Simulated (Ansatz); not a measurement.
# AsH+ (quartet): wave-function methods side by side at distance As1–H2 = 1.455 Å, cc-pVQZ

An exercise on one series of results from a longer session: the logs are not shown, and one member is left open.

The runs use Ansatz 0.2.0, Gaussian basis; cc-pVQZ, core rule «outside noble gas», up to 14 orbitals frozen.

To be run: UHF; CCSD(T) on ROHF; CCSD(T) on UHF; BCCD(T) on ROHF; CCSDT(Q) on ROHF; CCSDT(Q) on UHF; CASSCF and MRCISD+Q, 5 electrons in 5 orbitals; CASSCF and NEVPT2, 5 electrons in 5 orbitals.

11 further runs of the same task are left out: 11 that didn't finish.

### The geometry

The geometry derives from a PBE0/def2-TZVP stationary point (not a proven minimum). One bond is set to the value named and the two fragments are kept rigid. No spin-orbit coupling is included. The filled d shell of As may be among the frozen orbitals whatever the setting's name suggests; the logs give the count.

2 atoms, charge 1, spin multiplicity 4.

Atoms are counted from 1 here; the program's logs count them from 0.

Bond lengths: As1–H2 1.455 Å.

Set-up of the first run:

in.yaml

```yaml
crystal:
  periodic: [false, false, false]
  atoms:
    - {symbol: As, position_ang: [0.000000, 0.000000, 0.000000]}
    - {symbol: H, position_ang: [0.000000, 0.000000, 1.455000]}
basis:
  gaussian: {orbitals: cc-pVQZ}
total_charge: 1
magnetization: {spin_polarized: true, initial_magnetization: 3}
hamiltonian: {xc: hf}
output: {orbitals: {seedname: orbitals}}
```

Launch:

```bash
$ ansatz run in.yaml --threads 1 --pin off --events-out ev --progress --plain --max-ram 3968MiB --backend cpu
```

Among the steps run: UHF; CCSD(T) on ROHF; CCSD(T) on UHF; BCCD(T) on ROHF; CCSDT(Q) on ROHF; CCSDT(Q) on UHF; CASSCF and MRCISD+Q, 5 electrons in 5 orbitals; CASSCF and NEVPT2, 5 electrons in 5 orbitals.

One of the session's tables, all rows but one given; the rest of the session is left out.

It belongs to the step «Misses and costs». 

```
          method  from RCCSDT(Q) (meV)
            ROHF               +2472.6
             UHF               +2394.8
            RMP2                +510.8
            UMP2                +487.7
           RCCSD                 +96.4
           UCCSD                 +70.2
        RCCSD(T)                 +16.9
        UCCSD(T)                  -7.3
         BCCD(T)                 +16.8
          RCCSDT                  +1.7
          UCCSDT                 -22.5
       RCCSDT(Q)                     0
       UCCSDT(Q)                 -24.3
  CASSCF valence                     ?
  NEVPT2 valence                +451.6
  MRCISD valence                +105.5
MRCISD+Q valence                 +36.4
```

Q: Estimate the row for CASSCF valence from the others.

The run gave: from RCCSDT(Q) (meV): +1948.4. In the column «from RCCSDT(Q) (meV)» it lies between RMP2 (+510.8) and UHF (+2394.8).

To keep in mind: Restricted and unrestricted rows rest on different reference determinants; where their highest levels disagree by more than a few hundredths of an eV, they describe different states and don't form one ladder.
